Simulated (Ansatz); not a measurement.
# InHF radical: single points off equilibrium

An exercise on one series of results from a longer session: the logs are not shown, and one member is left open.

The runs use Ansatz 0.2.0, Gaussian basis; single points in def2-TZVPP.

Correlated methods freeze the cores. Filled d shells of the heavier atoms are correlated. Core potentials replace the inner electrons past krypton, and spin-orbit coupling is left out. Orbitals are unrestricted.

### The starting structure

3 atoms, charge 0, spin multiplicity 2.

Atoms are counted from 1 here; the program's logs count them from 0.

Bond lengths: F1–In2 2.071 Å, In2–H3 2.228 Å. Angles: F1–In2–H3 130.9°.

Geometry (Å):

```xyz
3

F     1.21290    1.26840    0.78890
In   -0.39110    0.40300   -0.19360
H    -0.84780   -1.73130   -0.64110
```

Set-up of the first run:

File run/in.yaml:

```yaml
crystal:
  periodic: [false, false, false]
  atoms:
    - {symbol: F, position_ang: [1.212900, 1.268400, 0.788900]}
    - {symbol: In, position_ang: [-0.391100, 0.403000, -0.193600]}
    - {symbol: H, position_ang: [-0.847800, -1.731300, -0.641100]}
basis:
  gaussian: {orbitals: def2-TZVPP}
magnetization: {spin_polarized: true, initial_magnetization: 1}
correlation: {method: ccsd_t}
scf: {omitted_lower_state_checks: [cluster_reference]}
output: {forces: true}
```

The command line of these runs was not kept.

Among the steps run: CCSD(T)/def2-TZVPP; PBE0-D4/def2-TZVPP; wB97M-V/def2-TZVPP; r2SCAN-D4/def2-TZVPP; PBE-D4/def2-TZVPP; B97M-V/def2-TZVPP; r2SCANh-D4/def2-TZVPP.

One of the session's tables, all rows but one given; the rest of the session is left out.

| method | RMS force component (eV/Å) | angle to CCSD(T) forces (°) | dipole (D) |
| --- | --- | --- | --- |
| CCSD(T) | 0.649 | reference | 3.25 |
| PBE0-D4 | 0.590 | 2.6 | 3.16 |
| wB97M-V | 0.632 | 5.0 | 3.13 |
| r2SCAN-D4 | ? | ? | ? |
| PBE-D4 | 0.432 | 16.5 | 2.87 |
| B97M-V | 0.585 | 5.9 | 2.87 |
| r2SCANh-D4 | 0.614 | 1.9 | 3.13 |

Estimate the missing values for r2SCAN-D4.

The run gave: RMS force component (eV/Å): 0.574; angle to CCSD(T) forces (°): 1.2; dipole (D): 3.02. In the column «RMS force component (eV/Å)» it lies between PBE-D4 (0.432) and B97M-V (0.585).

Limits of these values: The unrestricted reference is spin-contaminated, which hurts MP2 most.
